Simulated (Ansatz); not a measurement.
Debugging a relaxation of cell and ions of KLaZrNbO6, space group F-43m (Ansatz 0.2.0 through its Python package).

`run_vcrelax.py`
```python
"""Cell relaxation of KLaZrNbO6."""

import ansatz
from ase import Atoms
from ase.io import write
from ase.neighborlist import neighbor_list
import numpy as np
from pymatgen.core import Lattice, Structure
from pymatgen.io.ase import AseAtomsAdaptor

def edges_and_angles(cell):
    cell = np.asarray(cell)
    a, b, c = np.linalg.norm(cell, axis=1)
    cosines = cell[1] @ cell[2] / (b * c), cell[0] @ cell[2] / (a * c), cell[0] @ cell[1] / (a * b)
    return (a, b, c, *np.degrees(np.arccos(cosines)))


def main() -> None:
    pmg_structure = Structure(
        Lattice([(0.0, 4.131029, 4.131029), (4.131029, 0.0, 4.131029), (4.131029, 4.131029, 0.0)]),
        ["K", "La", "Zr", "Nb", "O", "O", "O", "O", "O", "O"],
        [
            (0.25, 0.25, 0.25),
            (0.75, 0.75, 0.75),
            (0.5, 0.5, 0.5),
            (0.0, 0.0, 0.0),
            (0.754478, 0.245522, 0.245522),
            (0.245522, 0.754478, 0.754478),
            (0.754478, 0.754478, 0.245522),
            (0.245522, 0.245522, 0.754478),
            (0.245522, 0.754478, 0.245522),
            (0.754478, 0.245522, 0.754478),
        ],
    )
    system = ansatz.Crystal.from_ase(AseAtomsAdaptor.get_atoms(pmg_structure))

    # every cell quantity that the symmetry leaves free
    base = (
        system.calculation()
        .functional(ansatz.Functional.PBE)
        .kpoints(6)  # the mesh must be finer for metals
        .basis(18 * ansatz.Ha)
        .occupations(ansatz.OccupationsMethod.FERMI_DIRAC, width=0.1)
        .relax(force_tolerance=0.02, max_steps=30, cell=True)
        .potential()  # keep the local potentials
    )
    steps = []


    def collect(event):
        if event["event"] == "relax_step":
            steps.append(event["data"])


    outcome = base.session().execute(on_event=collect)
    report = outcome.report
    for s in steps:
        flag = "" if s["accepted"] else "  (rejected)"
        print("step %2d  E = %.5f eV  largest force component = %.4f eV/A%s" % (s["step"], s["lagrangian_ev"], s["allowed_force_max_ev_ang"], flag))

    first, last = steps[0], steps[-1]
    symbols = [site.symbol for site in outcome.lattice.sites]
    print(f"energy gained {first['lagrangian_ev'] - last['lagrangian_ev']:.4f} eV in {len(steps) - 1} steps")
    for label, vectors in (("before", first["cell_ang"]), ("after", outcome.lattice.cell_ang)):
        print(label, "a b c (A) {:.4f} {:.4f} {:.4f}  angles {:.2f} {:.2f} {:.2f}".format(*edges_and_angles(vectors)), f" V = {abs(np.linalg.det(vectors)):.3f} A^3")
    print("final stress xx yy zz (GPa, compression positive):", np.round(np.diag(report["stress_gpa"]), 3) + 0.0)

    print("relaxed fractional positions")
    for site in outcome.lattice.sites:
        print(f"  {site.symbol:2s}", " ".join(f"{v % 1:8.5f}" for v in np.round(site.position_frac, 5)))

    final = Atoms(symbols, positions=last["positions_ang"], cell=outcome.lattice.cell_ang, pbc=True)
    i, j, d = neighbor_list("ijd", final, 4.5)
    print("neighbours within 1.2 times the shortest distance of each atom (A)")
    for atom in range(len(final)):
        near = [m for m in np.argsort(d) if i[m] == atom]
        shell = [m for m in near if d[m] < 1.2 * d[near[0]]]
        print(f"{symbols[atom]}{atom} ({len(shell)}):", ", ".join(f"{symbols[j[m]]} {d[m]:.3f}" for m in shell))

    relaxed = Atoms(symbols, positions=[site.position_ang for site in outcome.lattice.sites], cell=outcome.lattice.cell_ang, pbc=True)
    write("relaxed.cif", relaxed, format="cif")

    for key in ("converged", "n_iterations", "n_electrons", "n_kpoints", "n_pw", "n_symmetry_ops", "free_energy_ev", "fermi_energy_ev"):
        print(f"{key:18s} {report[key]}")

    v = outcome.potential()
    line = v.v_es_ev.mean(axis=(0, 1))
    print("planar mean of the electrostatic potential along the third grid axis (eV):")
    print(np.round(line[:: max(len(line) // 12, 1)], 3))

    terms = report["components"]
    print({name: round(terms[name], 3) for name in ("e_kinetic", "e_hartree", "e_xc", "e_local", "e_nonlocal", "e_ewald", "e_paw") if name in terms})


if __name__ == "__main__":
    main()
```

```console
$ python run_vcrelax.py
Traceback (most recent call last):
  File "run_vcrelax.py", line 96, in <module>
    main()
    ~~~~^^
  File "run_vcrelax.py", line 55, in main
    outcome = base.session().execute(on_event=collect)
              ^^^^^^^^^^^^^^^^^^^^^^
AttributeError: 'ansatz.Session' object has no attribute 'execute'
```

Find the fault and give the corrected script.

The fault: a session has to be planned before it's executed. Mended:

```diff
--- before
+++ after
@@ -54,3 +54,3 @@
 
-    outcome = base.session().execute(on_event=collect)
+    outcome = base.session().plan().execute(on_event=collect)
     report = outcome.report
```

After the fix:

```console
$ python run_vcrelax.py
step  1  E = -19942.69730 eV  largest force component = 0.1309 eV/A
step  2  E = -19942.71987 eV  largest force component = 0.0298 eV/A
step  3  E = -19942.72300 eV  largest force component = 0.0117 eV/A
step  4  E = -19942.72285 eV  largest force component = 0.0118 eV/A
energy gained 0.0255 eV in 3 steps
before a b c (A) 5.8422 5.8422 5.8422  angles 60.00 60.00 60.00  V = 140.995 A^3
after a b c (A) 5.8068 5.8068 5.8068  angles 60.00 60.00 60.00  V = 138.450 A^3
final stress xx yy zz (GPa, compression positive): [-0.031 -0.031 -0.031]
relaxed fractional positions
  K   0.25000  0.25000  0.25000
  La  0.75000  0.75000  0.75000
  Zr  0.50000  0.50000  0.50000
  Nb  0.00000  0.00000  0.00000
  O   0.75478  0.24522  0.24522
  O   0.24522  0.75478  0.75478
  O   0.75478  0.75478  0.24522
  O   0.24522  0.24522  0.75478
  O   0.24522  0.75478  0.24522
  O   0.75478  0.24522  0.75478
neighbours within 1.2 times the shortest distance of each atom (A)
K0 (12): O 2.904, O 2.904, O 2.904, O 2.904, O 2.904, O 2.904, O 2.904, O 2.904, O 2.904, O 2.904, O 2.904, O 2.904
La1 (12): O 2.904, O 2.904, O 2.904, O 2.904, O 2.904, O 2.904, O 2.904, O 2.904, O 2.904, O 2.904, O 2.904, O 2.904
Zr2 (6): O 2.092, O 2.092, O 2.092, O 2.092, O 2.092, O 2.092
Nb3 (6): O 2.014, O 2.014, O 2.014, O 2.014, O 2.014, O 2.014
O4 (2): Nb 2.014, Zr 2.092
O5 (2): Nb 2.014, Zr 2.092
O6 (2): Nb 2.014, Zr 2.092
O7 (2): Nb 2.014, Zr 2.092
O8 (2): Nb 2.014, Zr 2.092
O9 (2): Nb 2.014, Zr 2.092
converged          True
n_iterations       6
n_electrons        81.0
n_kpoints          16
n_pw               3479
n_symmetry_ops     24
free_energy_ev     -19942.722852521136
fermi_energy_ev    12.414152713307136
planar mean of the electrostatic potential along the third grid axis (eV):
[5.87  6.989 6.413 3.902 3.302 5.657 7.721 6.708 5.933 5.403 2.722 0.622
 1.062 3.613 5.403]
{'e_kinetic': 2225.24, 'e_hartree': 1524.022, 'e_xc': -1057.437, 'e_local': -4396.859, 'e_nonlocal': 592.008, 'e_ewald': -5655.536, 'e_paw': -13174.076}
```

It writes `relaxed.cif`:
```cif
data_image0
_chemical_formula_structural       KLaZrNbO6
_chemical_formula_sum              "K1 La1 Zr1 Nb1 O6"
_cell_length_a       5.806785056195473
_cell_length_b       5.806785056195473
_cell_length_c       5.806785056195473
_cell_angle_alpha    60.00000000000001
_cell_angle_beta     60.00000000000001
_cell_angle_gamma    60.00000000000001

_space_group_name_H-M_alt    "P 1"
_space_group_IT_number       1

loop_
  _space_group_symop_operation_xyz
  'x, y, z'

loop_
  _atom_site_type_symbol
  _atom_site_label
  _atom_site_symmetry_multiplicity
  _atom_site_fract_x
  _atom_site_fract_y
  _atom_site_fract_z
  _atom_site_occupancy
  K   K1        1.0  0.25  0.25  0.25  1.0000
  La  La1       1.0  0.75  0.75  0.75  1.0000
  Zr  Zr1       1.0  0.5  0.5  0.5  1.0000
  Nb  Nb1       1.0  0.0  9.18586532241533e-21  6.561332373153816e-21  1.0000
  O   O1        1.0  0.7547834825996642  0.24521651740033573  0.24521651740033573  1.0000
  O   O2        1.0  0.24521651740033573  0.7547834825996642  0.7547834825996642  1.0000
  O   O3        1.0  0.7547834825996642  0.7547834825996642  0.24521651740033573  1.0000
  O   O4        1.0  0.24521651740033573  0.24521651740033573  0.7547834825996642  1.0000
  O   O5        1.0  0.24521651740033573  0.7547834825996642  0.24521651740033573  1.0000
  O   O6        1.0  0.7547834825996642  0.24521651740033573  0.7547834825996642  1.0000
```

Notes:
- Absolute energies stand on the zero of these potentials, so only differences at equal settings mean something. A total without «per atom» is that of the cell as typed.
- The cell holds an odd number of electrons and is run without spin, so a magnetic state may lie lower.
- The energy terms are those on the plane-wave grid, with the one-centre PAW part apart; the terms shown are only some of the summands, so they needn't add up to F.
- The mesh is modest for a metal, so energies can be off by several to tens of meV an atom and pressures by half a GPa or more; differences at equal mesh fare better.
- Only differences from the Fermi energy are physical; the zero of the scale is a convention.
- Energies along a relaxation are free energies. Rows at an unchanged volume are solved on a plane-wave basis chosen afresh for that cell, so the energy jumps there and such rows are no steps of the walk.
- Edges and angles are those of the cell as typed, here a primitive one, not of the conventional cell.
- This cell is a computed structure, which may not be the phase found in nature.
- Wall time of the script: 110 s on 1 thread of Arm Neoverse N1, with other jobs on the host, peak memory 0.64 GiB.
